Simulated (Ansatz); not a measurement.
Working through a relaxation followed by a look at the electronic structure of HfH₃, space group Pm-3m

With the Ansatz DFT code, driven from Python.

The script reads `hfh3.xyz`:
```text
4
Lattice="3.084554 0.0 0.0 0.0 3.084554 0.0 0.0 0.0 3.084554" Properties=species:S:1:pos:R:3 pbc="T T T"
Hf    0.00000000    0.00000000    0.00000000
H     0.00000000    1.54227700    1.54227700
H     1.54227700    0.00000000    1.54227700
H     1.54227700    1.54227700    0.00000000
```

Run as a notebook:

```python
import warnings

import ansatz as az
import numpy as np

config = {
    "vdw": "D3(BJ)",
    "ecut": 510,
}
```

```python
def count_gap(report):
    # lowest empty less highest filled band, counting bands; zero where they overlap
    return max(report.get("gap_by_band_count_ev") or 0.0, 0.0)
```

```python
def setup_for(crystal, spacing):
    return (
        crystal.calculation()
        .functional(az.Functional.PBESOL, dispersion=config["vdw"])
        .basis(config["ecut"])
        .occupations(az.OccupationsMethod.COLD, width=50 * az.meV)
        .kpoints(spacing=spacing)
    )
```

```python
warnings.simplefilter("ignore", az.DeckWarning)
```

```python
cell = az.Crystal.from_extxyz("hfh3.xyz")
```

```python
cell.resolved().tree()["lattice"]
```

    ((3.084554, 0.0, 0.0), (0.0, 3.084554, 0.0), (0.0, 0.0, 3.084554))

```python
relaxed = setup_for(cell, 0.34).relax(cell=True, force_tolerance=0.01, max_steps=40).checkpoint(write="relax.run", compress=False).run(threads=1, backend="cpu")
cell = np.asarray(relaxed.lattice.cell_ang)
print("relaxed edges (A):", np.linalg.norm(cell, axis=1).round(4), " volume:", round(abs(np.linalg.det(cell)), 3), "A^3")
for site in relaxed.lattice.sites:
    print(" ", site.symbol, np.round(site.position_frac, 4) + 0.0)
```

    relaxed edges (A): [3.0355 3.0355 3.0355]  volume: 27.97 A^3
      Hf [0. 0. 0.]
      H [0.  0.5 0.5]
      H [0.5 0.  0.5]
      H [0.5 0.5 0. ]

```python
final = az.Crystal.from_checkpoint("relax.run")
res = setup_for(final, 0.26).functional("r2scan").stress().band_table().density_of_states(energy_step=0.05).run(threads=1, backend="cpu")
summary = res.report
```

```python
[(site.symbol, site.position_frac.round(4).tolist()) for site in res.lattice.sites]
```

    [(<Element.HF: 'Hf'>, [-0.0, -0.0, -0.0]), (<Element.H: 'H'>, [-0.0, 0.5, 0.5]),
     (<Element.H: 'H'>, [0.5, 0.0, 0.5]), (<Element.H: 'H'>, [0.5, 0.5, 0.0])]

```python
dos = res.density_of_states()
print(f"pressure at the relaxed cell {np.trace(summary['stress_gpa']) / 3:.3f} GPa, gap by band count {count_gap(summary):.3f} eV")
if count_gap(summary) == 0:
    print("states/eV at the Fermi level:", round(float(np.interp(dos.fermi_ev, dos.energies_ev, dos.spin_summed_g_bin_mean_per_ev)), 3))
```

    pressure at the relaxed cell 3.155 GPa, gap by band count 0.000 eV
    states/eV at the Fermi level: 0.762

The run is spin-unpolarised. The dispersion term runs with damping parameters of another functional. Dispersion corrections can be off by several per cent in the lattices of metals, and by several GPa in the pressure at a fixed cell. For a metal this k-point mesh is coarse: on a finer one energies can move by several to tens of meV an atom and pressures by half a GPa or more, differences at one mesh by less. Only differences from the Fermi energy are physical; the zero of the scale is a convention. A gap by band count of zero or less means overlapping bands, a metal, and at an odd count of electrons it is no gap at all. This cell is a computed structure, which may not be the phase found in nature. Gaps and levels are Kohn-Sham values on a finite set of k-points, without spin-orbit coupling. Where the second run takes another functional or mesh than the relaxation, its pressure isn't zero; pressure is positive in compression. The computed bands are complete only to about 5.4 eV above the Fermi level; beyond that the density of states is undercounted. The script silences the warnings on its input, which a real study should read. Run time: 10 s on 1 thread of Arm Neoverse V1, with other jobs on the host, peak memory 0.46 GiB.

(Lines on the test bed's own set-up are left out of the output.)
